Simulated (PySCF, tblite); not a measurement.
# C₅H₈ClF₃Si: geometry, infrared bands and NMR shifts

What infrared bands and NMR shifts should C₅H₈ClF₃Si (`C/C([SiH3])=C(/Cl)CC(F)(F)F`) show?

Programs: tblite 0.8.0 and PySCF 2.14.0, with density-fitted response routines of our own. Each step states its level of theory. These are calculated values for one molecule in the gas phase, unless marked as measured. Atoms are numbered from 0 throughout.

## Step 1: The molecule as given

18 atoms, charge 0, multiplicity 1; geometry from: force field or distance geometry start.

Bonds of the start (Å): C0–C1 1.51, C1–Si2 1.91, C1–C3 1.35, C3–Cl4 1.76, C3–C5 1.51, C5–C6 1.51, C6–F7 1.36, C6–F8 1.36, C6–F9 1.36, C0–H10 1.09, C0–H11 1.09, C0–H12 1.11, Si2–H13 1.48, Si2–H14 1.48, Si2–H15 1.47, C5–H16 1.09, C5–H17 1.09.

## Step 2: Relaxing the molecule with GFN2-xTB

Job settings and geometry (Å):

```
{"job": {"kind": "relax", "xc": "GFN2-xTB", "basis": "xTB"}, "charge": 0, "multiplicity": 1}
C      0.911800     1.478600    -0.210800
C      0.879700    -0.028200    -0.238500
Si     2.628400    -0.752500    -0.004400
C     -0.243200    -0.763200    -0.374200
Cl    -0.220100    -2.520900    -0.360900
C     -1.640400    -0.225000    -0.594100
C     -2.421800    -0.029300     0.687400
F     -1.808600     0.841700     1.532700
F     -2.607900    -1.194100     1.357200
F     -3.651400     0.474300     0.415400
H      1.414100     1.870600    -1.097200
H      1.408000     1.855700     0.686800
H     -0.101300     1.925000    -0.184700
H      3.599100     0.366000     0.079600
H      2.673900    -1.536200     1.244700
H      2.960600    -1.587300    -1.169600
H     -2.195200    -0.889900    -1.253700
H     -1.594600     0.721000    -1.133900
```

Command:

```bash
$ OMP_NUM_THREADS=1 python probes_run.py task.json out
```

One launch serves the whole session: the jobs run in the order shown.

**Question.** This job is followed by: GFN2-xTB harmonic vibrations, gas phase; GIAO PBE0/pcSseg-1 NMR shielding, non-relativistic, gas phase. What will the session give for the following? strongest single infrared mode (GFN2-xTB); zero-point energy (GFN2-xTB); 13C shifts against TMS (PBE0/pcSseg-1); 1H shifts against TMS (PBE0/pcSseg-1, means over atoms taken as alike); 29Si shifts against TMS (PBE0/pcSseg-1); 35Cl shifts against HCl (PBE0/pcSseg-1); 19F shifts against CFCl3 (PBE0/pcSseg-1, means over atoms taken as alike); surface potential, 1st and 99th percentile.

The runs gave:

| quantity | value |
| --- | --- |
| strongest single infrared mode (GFN2-xTB) | 797 cm⁻¹, 382 km/mol |
| zero-point energy (GFN2-xTB) | 72.2 kcal/mol |
| 13C shifts against TMS (PBE0/pcSseg-1) | 144.7, 142.1, 134.3, 44.1, 24.1 ppm |
| 1H shifts against TMS (PBE0/pcSseg-1, means over atoms taken as alike) | 4.21, 3.24, 2.13 ppm |
| 29Si shifts against TMS (PBE0/pcSseg-1) | -75.3 ppm |
| 35Cl shifts against HCl (PBE0/pcSseg-1) | 321 ppm |
| 19F shifts against CFCl3 (PBE0/pcSseg-1, means over atoms taken as alike) | -80.2 ppm |
| surface potential, 1st and 99th percentile | -0.65 V and 1.33 V |

Over 65 steps the energy fell by 0.164 eV; of the close pairs, C1–C3 changed most, 1.349 to 1.327 Å. No mode is imaginary among the 48: a minimum at this level. The strongest single mode, at 797 cm⁻¹, moves mainly H13 and H15. GFN2-xTB is a fitted tight-binding method: band positions and strengths are rough. Its intensities can rank the bands wrongly. At PBE0/pcSseg-1: The largest span, 452 ppm, is at Cl4, where the paramagnetic term is -520 ppm. At PBE0/pcSseg-1, counted by nearest atom on the grid, the HOMO lies on C1, C3 about 28 % each; Cl4 26 %, the LUMO on C1, C3 about 31 % each.
